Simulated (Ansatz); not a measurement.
# Cl2GaH3: the cost of one run

Program: Ansatz 0.2.0. Level of theory: RKS PBE/def2-SVP. These are calculated values, not measurements.

## (1) The starting structure

Bond lengths: Ga1–Cl2 2.590 Å, Ga1–H3 1.570 Å, Ga1–Cl4 2.240 Å. Angles: Cl2–Ga1–H3 120.0°, Cl2–Ga1–Cl4 120.0°, H3–Ga1–Cl4 120.0°.

Structure file:

```xyz
6

Ga    0.0000    0.0000    0.0000
Cl    0.0000    0.0000    2.5900
H     1.3596    0.0000   -0.7850
Cl   -1.9398    0.0000   -1.1200
H    -0.2395   -1.7584    0.5897
H    -0.2038   -1.4964    1.5637
```

## (2) A restrained relaxation towards end A

Springs on the bonds that form and break draw the guess towards this end; the thresholds are loose.

The input, input.yaml:

```yaml
crystal:
  periodic: [false, false, false]
  atoms:
    - { symbol: Ga, position_ang: [0.0, 0.0, 0.0] }
    - { symbol: Cl, position_ang: [0.0, 0.0, 2.59] }
    - { symbol: H, position_ang: [1.3596, 0.0, -0.785] }
    - { symbol: Cl, position_ang: [-1.9398, 0.0, -1.12] }
    - { symbol: H, position_ang: [-0.2395, -1.7584, 0.5897] }
    - { symbol: H, position_ang: [-0.2038, -1.4964, 1.5637] }
basis:
  gaussian: { orbitals: def2-SVP }
hamiltonian:
  xc: pbe
relax:
  f_tol: 0.15
  max_steps: 25
  restrain:
    - { distance: [0, 4], at: 2.77, k: 30.0 }
    - { distance: [5, 1], at: 2.57, k: 30.0 }
    - { distance: [0, 1], at: 2.24, k: 30.0 }
    - { distance: [5, 4], at: 0.66, k: 30.0 }
```

Launch:

```console
$ ansatz run input.yaml --threads 1 --pin off --max-ram 2048MiB --backend cpu --events-out ev --progress --plain --runs-dir out
```

**Question.** How long does this run take on 1 thread of Arm Neoverse V1, shared host, and how much memory does it need?

About 20 s, with a peak of 0.12 GiB.
